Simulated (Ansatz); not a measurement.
# GaMe2(hfac) (C7H7F6GaO2): the relaxed shape and its frontier levels

What does GaMe2(hfac) (C7H7F6GaO2) look like as a singlet, and where do its frontier electrons sit?

Computed with Ansatz 0.2.0, Gaussian basis. Level: RKS PBE0-D4/def2-TZVP.

The runs, in order: relaxation at PBE-D4/def2-SVP; a single point at PBE0-D4/def2-TZVP.

## (1) Starting geometry

23 atoms, charge 0, spin multiplicity 1.

Atoms are counted from 1 here; the program's logs count them from 0.

Bond lengths: Ga1–C2 2.035 Å, Ga1–C6 2.035 Å, Ga1–O10 2.073 Å, Ga1–O22 2.073 Å, C2–H3 1.092 Å, C2–H4 1.090 Å, C2–H5 1.093 Å, C6–H7 1.092 Å, C6–H8 1.090 Å, C6–H9 1.092 Å, O10–C11 1.248 Å, C11–C12 1.546 Å, C11–C16 1.391 Å, C12–F13 1.330 Å, C12–F14 1.341 Å, C12–F15 1.340 Å, C16–C17 1.391 Å, C16–H23 1.077 Å and more. Angles: C2–Ga1–C6 145.4°, C2–Ga1–O10 103.6°, C2–Ga1–O22 102.2°, C6–Ga1–O10 102.5°, C6–Ga1–O22 103.4°, O10–Ga1–O22 82.4°, Ga1–C2–H3 109.3°, Ga1–C2–H4 112.6°, Ga1–C2–H5 109.3°, H3–C2–H4 108.6°, H3–C2–H5 108.5°, H4–C2–H5 108.5°, Ga1–C6–H7 109.4°, Ga1–C6–H8 112.5°, Ga1–C6–H9 109.2°, H7–C6–H8 108.5°, H7–C6–H9 108.6°, H8–C6–H9 108.5° and more.

Coordinates:

```xyz
23

Ga    1.43740   -0.04769    1.14870
C     0.68009    0.00375    3.03672
H    -0.03237    0.82792    3.11832
H     1.45239    0.13642    3.79457
H     0.15362   -0.93185    3.23952
C     3.13123   -0.14313    0.02569
H     3.09236   -1.02651   -0.61579
H     4.03386   -0.19716    0.63445
H     3.19302    0.74463   -0.60796
O     0.30086    1.35594    0.13096
C    -0.67464    1.22678   -0.63624
C    -1.29011    2.53340   -1.18779
F    -0.51079    3.58713   -0.96266
F    -2.47777    2.78003   -0.61526
F    -1.50503    2.46466   -2.50816
C    -1.28853    0.04596   -1.04168
C    -0.80516   -1.17263   -0.57529
C    -1.54752   -2.42880   -1.08679
F    -1.09520   -3.54360   -0.52093
F    -1.40961   -2.56419   -2.41355
F    -2.86280   -2.35552   -0.84097
O     0.15484   -1.36956    0.19670
H    -2.13013    0.07401   -1.71256
```

The start is a GFN2-xTB geometry.

## (2) Optimising with PBE-D4/def2-SVP

Contents of in.yaml:

```yaml
crystal:
  periodic: [false, false, false]
  atoms:
    - {symbol: Ga, position_ang: [1.437400, -0.047690, 1.148700]}
    - {symbol: C, position_ang: [0.680090, 0.003750, 3.036720]}
    - {symbol: H, position_ang: [-0.032370, 0.827920, 3.118320]}
    - {symbol: H, position_ang: [1.452390, 0.136420, 3.794570]}
    - {symbol: H, position_ang: [0.153620, -0.931850, 3.239520]}
    - {symbol: C, position_ang: [3.131230, -0.143130, 0.025690]}
    - {symbol: H, position_ang: [3.092360, -1.026510, -0.615790]}
    - {symbol: H, position_ang: [4.033860, -0.197160, 0.634450]}
    - {symbol: H, position_ang: [3.193020, 0.744630, -0.607960]}
    - {symbol: O, position_ang: [0.300860, 1.355940, 0.130960]}
    - {symbol: C, position_ang: [-0.674640, 1.226780, -0.636240]}
    - {symbol: C, position_ang: [-1.290110, 2.533400, -1.187790]}
    - {symbol: F, position_ang: [-0.510790, 3.587130, -0.962660]}
    - {symbol: F, position_ang: [-2.477770, 2.780030, -0.615260]}
    - {symbol: F, position_ang: [-1.505030, 2.464660, -2.508160]}
    - {symbol: C, position_ang: [-1.288530, 0.045960, -1.041680]}
    - {symbol: C, position_ang: [-0.805160, -1.172630, -0.575290]}
    - {symbol: C, position_ang: [-1.547520, -2.428800, -1.086790]}
    - {symbol: F, position_ang: [-1.095200, -3.543600, -0.520930]}
    - {symbol: F, position_ang: [-1.409610, -2.564190, -2.413550]}
    - {symbol: F, position_ang: [-2.862800, -2.355520, -0.840970]}
    - {symbol: O, position_ang: [0.154840, -1.369560, 0.196700]}
    - {symbol: H, position_ang: [-2.130130, 0.074010, -1.712560]}
basis:
  gaussian: {orbitals: def2-SVP}
hamiltonian: {xc: pbe, dispersion: d4}
scf: {lower_state_search: "off"}
output: {orbitals: {seedname: orbitals}}
relax: {f_tol: 0.03, max_steps: 70}
```

Run with:

```bash
$ ansatz run in.yaml --threads 2 --pin off --events-out ev --progress --plain --max-ram 32768MiB --backend cuda --devices 0, --max-vram 18GiB
```

Log, shortened:

```text
Functional definition: PBE
  name "PBE"
  cite "Perdew, Burke & Ernzerhof, Phys. Rev. Lett. 77, 3865 (1996) doi:10.1103/PhysRevLett.77.3865"
  parent pbe
[...]
3041 factors; their error is unknown
[...]
mean field -80084.05020564 eV, -2943.0345621383 hartree, gradient 9.3e-6 eV, S^2 0.000000; 0 other end points of the search recorded, 0 dependent functions left out
[...]
reference -80084.05024906 eV, -2943.0345637341 hartree; 75, 75 occupied and 202, 202 virtual orbitals, 3041 factors
relax step   1: F+E_penalty+E_count = -80084.74468109 eV  Δ(F+E_penalty+E_count) = +0.000e0 eV  max|allowed force component| = 1.269e0 eV/Å  Δτ_max = 0.0000 Å  (23 SCF iters, accepted)
[...]
relax step   9: F+E_penalty+E_count = -80085.04049113 eV  Δ(F+E_penalty+E_count) = -6.499e-3 eV  max|allowed force component| = 1.018e-1 eV/Å  Δτ_max = 0.1220 Å  (20 SCF iters, accepted)
[...]
relax step  17: F+E_penalty+E_count = -80085.06769072 eV  Δ(F+E_penalty+E_count) = -4.413e-3 eV  max|allowed force component| = 1.861e-1 eV/Å  Δτ_max = 0.0952 Å  (21 SCF iters, accepted)
[...]
relax step  25: F+E_penalty+E_count = -80085.08531233 eV  Δ(F+E_penalty+E_count) = -3.100e-4 eV  max|allowed force component| = 1.004e-1 eV/Å  Δτ_max = 0.0745 Å  (22 SCF iters, accepted)
[...]
Atom 8 at     3.586979     0.848083     0.216348 Å, force    -0.007753    -0.021282    -0.001969 eV/Å
Atom 9 at     0.280460     1.418826     0.134298 Å, force    -0.005692    -0.000847     0.006006 eV/Å
Atom 10 at    -0.727895     1.258552    -0.622328 Å, force     0.013474     0.002053    -0.016657 eV/Å
Atom 11 at    -1.326544     2.588770    -1.130076 Å, force    -0.002714     0.001056     0.004034 eV/Å
Atom 12 at    -0.393098     3.280657    -1.810026 Å, force    -0.004631    -0.004699     0.002724 eV/Å
Atom 13 at    -1.730388     3.334563    -0.083978 Å, force     0.000525     0.001331    -0.002657 eV/Å
Atom 14 at    -2.385996     2.396639    -1.944484 Å, force     0.002258     0.001345     0.001413 eV/Å
Atom 15 at    -1.320329     0.047584    -1.026120 Å, force    -0.002901    -0.000985    -0.000060 eV/Å
Atom 16 at    -0.824165    -1.204721    -0.618408 Å, force    -0.004116    -0.003630     0.011130 eV/Å
Atom 17 at    -1.513038    -2.485377    -1.139101 Å, force    -0.000711    -0.011428    -0.006262 eV/Å
Atom 18 at    -1.879696    -3.264158    -0.104597 Å, force     0.003729     0.015285    -0.022898 eV/Å
Atom 19 at    -0.653204    -3.179728    -1.910871 Å, force    -0.017778     0.006729     0.014681 eV/Å
Atom 20 at    -2.612704    -2.212990    -1.874159 Å, force     0.018013    -0.009393     0.010919 eV/Å
Atom 21 at     0.164017    -1.440868     0.144971 Å, force    -0.001516     0.000214    -0.004618 eV/Å
Atom 22 at    -2.191007     0.080415    -1.688752 Å, force    -0.000139     0.000682     0.001635 eV/Å
Dipole moment:     0.093366    -0.002757     0.088585 e Å
Checks for a lower state left out: stability, starts, cluster_reference, orbital_swaps, neighbouring_geometries, increment
```

Wall time 86 s (1 × H100 (card shared with other runs) with 2 threads of AMD EPYC 7R13, shared host).

Step by step: (not every step is listed) (the energy doesn't fall at every step)

```
step  energy from step 1 (eV)  largest force component (eV/Å)
   1                   0.0000                          1.2693
   2                  -0.2365                          0.4978
   3                  -0.2687                          0.1193
   4                  -0.2720                          0.0319
   5                  -0.2739                          0.1014
   6                  -0.2766                          0.2484
   7                  -0.2805                          0.1123
   8                  -0.2893                          0.0926
   9                  -0.2958                          0.1018
  11                  -0.2997                          0.0242
  13                  -0.3061                          0.1226
  15                  -0.3150                          0.2017
  17                  -0.3230                          0.1861
  19                  -0.3298                          0.1481
  21                  -0.3345                          0.2226
  23                  -0.3403                          0.0502
  25                  -0.3406                          0.1004
  27                  -0.3453                          0.0695
  29                  -0.3454                          0.2496
  30                  -0.3482                          0.0455
  31                  -0.3473                          0.1757
  32                  -0.3351                          0.4236
  33                  -0.3489                          0.0085
  34                  -0.3495                          0.0229
```

The force was under the threshold of 0.03 eV/Å already at step 11, but the program went on to step 34.

Close pairs (by a distance rule), those that changed most:

```csv
bond,before (Å),after (Å),change (Å)
Ga1–C6,2.035,1.965,-0.070
Ga1–C2,2.035,1.966,-0.069
Ga1–O22,2.073,2.022,-0.051
Ga1–O10,2.073,2.022,-0.051
C17–O22,1.248,1.271,+0.023
O10–C11,1.248,1.271,+0.023
C6–H8,1.090,1.109,+0.019
C2–H4,1.090,1.108,+0.018
```

Bonds by kind at the end (by distance):

| bond | count | shortest (Å) | longest (Å) |
| --- | --- | --- | --- |
| C–F | 6 | 1.346 | 1.350 |
| C–C | 4 | 1.407 | 1.545 |
| C–Ga | 2 | 1.965 | 1.966 |
| C–O | 2 | 1.271 | 1.271 |
| Ga–O | 2 | 2.022 | 2.022 |
| C–H | 7 | 1.095 | 1.109 |

## (3) Single point, PBE0-D4/def2-TZVP

start.molden holds the orbitals of an earlier run on this state, given as this run's starting guess.

Contents of in.yaml:

```yaml
crystal:
  periodic: [false, false, false]
  atoms:
    - {symbol: Ga, position_ang: [1.327145, -0.052667, 1.044308]}
    - {symbol: C, position_ang: [0.729274, -0.022808, 2.916494]}
    - {symbol: H, position_ang: [-0.375982, 0.033306, 2.965818]}
    - {symbol: H, position_ang: [1.148387, 0.853401, 3.450241]}
    - {symbol: H, position_ang: [1.057182, -0.938355, 3.448128]}
    - {symbol: C, position_ang: [3.050644, -0.116169, 0.102945]}
    - {symbol: H, position_ang: [2.891872, -0.302677, -0.978046]}
    - {symbol: H, position_ang: [3.698097, -0.920288, 0.507394]}
    - {symbol: H, position_ang: [3.586979, 0.848083, 0.216348]}
    - {symbol: O, position_ang: [0.280460, 1.418826, 0.134298]}
    - {symbol: C, position_ang: [-0.727895, 1.258552, -0.622328]}
    - {symbol: C, position_ang: [-1.326544, 2.588770, -1.130076]}
    - {symbol: F, position_ang: [-0.393098, 3.280657, -1.810026]}
    - {symbol: F, position_ang: [-1.730388, 3.334563, -0.083978]}
    - {symbol: F, position_ang: [-2.385996, 2.396639, -1.944484]}
    - {symbol: C, position_ang: [-1.320329, 0.047584, -1.026120]}
    - {symbol: C, position_ang: [-0.824165, -1.204721, -0.618408]}
    - {symbol: C, position_ang: [-1.513038, -2.485377, -1.139101]}
    - {symbol: F, position_ang: [-1.879696, -3.264158, -0.104597]}
    - {symbol: F, position_ang: [-0.653204, -3.179728, -1.910871]}
    - {symbol: F, position_ang: [-2.612704, -2.212990, -1.874159]}
    - {symbol: O, position_ang: [0.164017, -1.440868, 0.144971]}
    - {symbol: H, position_ang: [-2.191007, 0.080415, -1.688752]}
basis:
  gaussian: {orbitals: def2-TZVP, fitting: {mean_field: def2-universal-jkfit}, initial_orbitals: start.molden}
hamiltonian: {xc: pbe0, dispersion: d4}
scf: {omitted_lower_state_checks: [starts]}
output: {forces: true, orbitals: {seedname: orbitals}}
```

Same command.

Log, shortened:

```text
Functional definition: PBE0
  name "PBE0"
  cite "Adamo & Barone, J. Chem. Phys. 110, 6158 (1999) doi:10.1063/1.478522"
  cite "Perdew, Burke & Ernzerhof, Phys. Rev. Lett. 77, 3865 (1996) doi:10.1103/PhysRevLett.77.3865"
  parent pbe
[...]
1533 factors; integrals over basis functions are off by at most 1.6e0 eV
[...]
mean field -80124.81970895 eV, -2944.5328137506 hartree, gradient 1.4e-5 eV, S^2 0.000000; 0 other end points of the search recorded, 0 dependent functions left out
[...]
reference -80124.81974664 eV, -2944.5328151355 hartree; 75, 75 occupied and 480, 480 virtual orbitals, 1533 factors
Total energy: -80125.42407377 eV, -2944.5550237478 hartree
Atom 0 at     1.327145    -0.052667     1.044308 Å, force    -0.196763     0.008046    -0.153027 eV/Å
Atom 1 at     0.729274    -0.022808     2.916494 Å, force    -0.076434     0.002751     0.310324 eV/Å
[...]
Atom 14 at    -2.385996     2.396639    -1.944484 Å, force     0.674924     0.196056     0.515540 eV/Å
Atom 15 at    -1.320329     0.047584    -1.026120 Å, force     0.009996    -0.001888    -0.002109 eV/Å
Atom 16 at    -0.824165    -1.204721    -0.618408 Å, force     0.655411     0.336267     0.500665 eV/Å
Atom 17 at    -1.513038    -2.485377    -1.139101 Å, force    -0.157431    -0.312615    -0.116205 eV/Å
Atom 18 at    -1.879696    -3.264158    -0.104597 Å, force     0.187335     0.448876    -0.692688 eV/Å
Atom 19 at    -0.653204    -3.179728    -1.910871 Å, force    -0.580714     0.388448     0.457506 eV/Å
Atom 20 at    -2.612704    -2.212990    -1.874159 Å, force     0.710191    -0.254763     0.473747 eV/Å
Atom 21 at     0.164017    -1.440868     0.144971 Å, force    -0.883149     0.347722    -0.689731 eV/Å
Atom 22 at    -2.191007     0.080415    -1.688752 Å, force     0.481858    -0.017500     0.366873 eV/Å
Dipole moment:     0.108249    -0.003806     0.099702 e Å
Checks for a lower state left out: starts
```

It took 9.5 s on 1 × H100 (card shared with other runs) with 2 threads of AMD EPYC 7R13, shared host; peak host memory 1.1 GiB.

HOMO -7.70 eV, LUMO -3.14 eV.

Mulliken charges, from this run's orbitals:

Ga1 0.52; C2 -0.54; H3 0.14; H4 0.15; H5 0.15; C6 -0.54; H7 0.14; H8 0.15; H9 0.15; O10 -0.31; C11 0.23; C12 0.45; F13 -0.14; F14 -0.14; F15 -0.15; C16 -0.33; C17 0.23; C18 0.45; F19 -0.14; F20 -0.14; F21 -0.15; O22 -0.31; H23 0.18

Largest Mayer bond orders: O10–C11 1.60; C17–O22 1.60; C11–C16 1.33; C16–C17 1.33; C18–F19 1.16; C12–F13 1.16; C12–F14 1.16; C18–F20 1.16; C12–F15 1.14; C18–F21 1.14.

The fields below are evaluated on a grid from the run's orbitals.

Frontier orbitals at PBE0-D4/def2-TZVP, with the share of their density that lies nearest to each atom:

```
orbital  energy (eV)                                                         lies on
   HOMO        -7.70  C2, C6, C16 about 16 % each; O10, O22 about 10 % each; Ga1 9 %
   LUMO        -3.14              C11, C17 about 27 % each; O10, O22 about 14 % each
```

ELF in a plane through or near 11 of the atoms.

Values, 10 rows by 14 columns:
```
0.00 0.00 0.00 0.00 0.00 0.00 0.00 0.00 0.00 0.00 0.00 0.00 0.00 0.00
0.00 0.00 0.00 0.00 0.00 0.00 0.00 0.00 0.01 0.01 0.00 0.00 0.00 0.00
0.00 0.00 0.00 0.00 0.00 0.00 0.01 0.01 0.08 0.22 0.14 0.40 0.03 0.00
0.00 0.00 0.00 0.00 0.00 0.21 0.89 0.63 0.77 0.50 0.70 0.80 0.08 0.00
0.00 0.00 0.00 0.05 0.17 0.10 0.87 0.73 0.44 0.45 0.13 0.03 0.00 0.00
0.00 0.00 0.00 0.11 0.22 0.64 0.26 0.15 0.78 0.41 0.99 0.39 0.00 0.00
0.00 0.00 0.00 0.01 0.04 0.18 0.64 0.67 0.38 0.54 0.50 0.65 0.04 0.00
0.00 0.00 0.00 0.00 0.00 0.07 0.40 0.03 0.20 0.24 0.67 0.80 0.09 0.00
0.00 0.00 0.00 0.00 0.00 0.00 0.00 0.01 0.05 0.05 0.01 0.03 0.00 0.00
0.00 0.00 0.00 0.00 0.00 0.00 0.00 0.00 0.00 0.00 0.00 0.00 0.00 0.00
```
The map spans 11.7 Å across and 11.8 Å up, centred on the molecule. Atoms in the plane (x, y in Å): Ga1 (-1.7, 0.0), O10 (-0.3, 1.4), C11 (1.0, 1.2), C12 (1.8, 2.5), F15 (3.1, 2.3), C16 (1.7, 0.0), C17 (1.0, -1.2), C18 (1.8, -2.5), F21 (3.2, -2.3), O22 (-0.3, -1.4), H23 (2.8, 0.0).

## (4) Results

```
                       quantity                          value
                    point group                             C1
 commonest bond, hydrogen aside  C–F, 6 of mean length 1.348 Å
HOMO, LUMO at PBE0-D4/def2-TZVP                -7.70, -3.14 eV
      dipole at PBE-D4/def2-SVP                         0.62 D
```

The molecule keeps its bonding pattern by the stored test; the atoms moved 0.69 Å (rms). No usable vibrations, so a minimum isn't proven. The HOMO lies nearest to C2, C6, C16 about 16 % each; O10, O22 about 10 % each and the LUMO to C11, C17 about 27 % each; O10, O22 about 14 % each. The point group is read from a loosely relaxed geometry; soft torsions can leave it below the true symmetry.
